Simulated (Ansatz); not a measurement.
## LiBe in Ansatz: convergence with k mesh

Input of the first run (k mesh 4 × 2 × 2); the others differ in this setting and in those tied to it:

Contents of input.yaml:

```yaml
crystal:
  lattice:
    - [2.2959861536, 0.0, 0.0]
    - [0.0, 3.61277298, 0.0]
    - [-0.4017425219, 0.0, 5.5135259934]
  atoms:
    - { symbol: Be, position: [0.24358192, 0.75, 0.42382836] }
    - { symbol: Be, position: [0.75641808, 0.25, 0.57617164] }
    - { symbol: Li, position: [0.26315244, 0.75, 0.84514226] }
    - { symbol: Li, position: [0.73684756, 0.25, 0.15485774] }
hamiltonian:
  xc: lda
  pseudopotentials: { kind: paw }
kpoints:
  mp_grid: { grid: [4, 2, 2] }
scf:
  occupations: { method: gaussian, width: 0.1 }
output:
  forces: true
  stress: true
  eigenvalues: true
```

Potentials or basis: Ansatz PAW.

Command:

```bash
$ ansatz run input.yaml --threads 2 --pin off --max-ram 5632MiB --backend cpu --events-out ev --progress --plain --runs-dir out
```

The cell comes from a database or a generator and needn't be the stable form of this composition.

Hardware: 2 threads of Arm Neoverse V1 (shared host).

**Question.** The values tried are 4 × 2 × 2, 4 × 3 × 2, 5 × 4 × 3, 7 × 4 × 3, 8 × 5 × 4, 10 × 7 × 5, 13 × 8 × 6, 16 × 10 × 7, 19 × 12 × 8, loosest first. From which on does the pressure stay within 0.1 GPa of the tightest run that finished?

**Answer.** From 8 × 5 × 4 on.

```csv
k mesh,"energy less the tightest run, at zero smearing (meV/atom)",pressure (GPa),largest force (eV/Å),SCF cycles,CPU time (s),peak memory (GiB)
4 × 2 × 2,-16.86,-3.78,0.363,6,0.57,0.25
4 × 3 × 2,-50.78,-3.38,0.070,6,0.54,0.25
5 × 4 × 3,10.99,-3.09,0.074,6,0.79,0.26
7 × 4 × 3,13.64,-2.81,0.146,7,1.1,0.27
8 × 5 × 4,5.88,-2.97,0.159,7,1.5,0.29
10 × 7 × 5,-0.09,-3.06,0.127,6,2.5,0.31
13 × 8 × 6,4.41,-3.03,0.105,7,4.8,0.35
16 × 10 × 7,0.99,-3.04,0.140,7,8.8,0.4
19 × 12 × 8,0.00,-3.04,0.098,7,13,0.48
```

Against the tightest run, the energy stays within 1 meV/atom from 16 × 10 × 7 on. Not settled before the last step: the largest force (to 0.005 eV/Å). Meshes of other sizes hit other points, so gaps and Fermi surfaces needn't settle smoothly. The tightest run that finished is the yardstick and may itself not be fully converged.

Caveat, for the tightest run too: the PAW data sets come from PBE, with cores solved anew for the run's functional, which leaves a small shift of forces and pressure.
